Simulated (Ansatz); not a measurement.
# MoB (doublet): relaxing a cheap start

Where does this start of MoB (doublet) end when it is relaxed?

Program: Ansatz 0.2.0, Gaussian basis. Level of theory: UKS PBE0/def2-TZVP. These are calculated values, not measurements.

### 1 Starting geometry

2 atoms, charge 0, spin multiplicity 2.

Atoms are counted from 1 here; the program's logs count them from 0.

Bond lengths: Mo1–B2 2.290 Å.

As a file:

| atom | x (Å) | y (Å) | z (Å) |
| --- | --- | --- | --- |
| Mo1 | 0.00000 | 0.00000 | 0.00000 |
| B2 | 0.00000 | 0.00000 | 2.29000 |

The start is set by covalent radii. Sticks and bond lists go by distance. No spin-orbit coupling is included. Elements past krypton take def2 core potentials.

### 2 Relaxation

Contents of in.yaml:

```yaml
crystal:
  periodic: [false, false, false]
  atoms:
    - {symbol: Mo, position_ang: [0.000000, 0.000000, 0.000000]}
    - {symbol: B, position_ang: [0.000000, 0.000000, 2.290000]}
basis:
  gaussian: {orbitals: def2-TZVP}
magnetization: {spin_polarized: true, initial_magnetization: 1}
hamiltonian: {xc: pbe0}
relax: {f_tol: 0.004, max_steps: 80}
```

The run is started by

```bash
$ ansatz run in.yaml --threads 1 --pin off --events-out ev --progress --plain --max-ram 2176MiB
```

What does the calculation give? Wanted: energy gained; shift from the start; total energy; dipole moment; ⟨S²⟩.

The runs gave:

| quantity | value |
| --- | --- |
| steps | 7 |
| energy gained | 1.202 eV |
| shift from the start (rms) | 0.258 Å |
| total energy | -2524.8080 eV |
| dipole moment | 4.24 D |
| ⟨S²⟩ | 1.550 |

In words: The bonds of the start are those of the end. Mo1–B2 went from 2.290 to 1.774 Å. The determinant is spin-contaminated (excess 0.80). No vibrations were run, so this is a stationary point, not a proven minimum, and this spin need not be the ground state's.
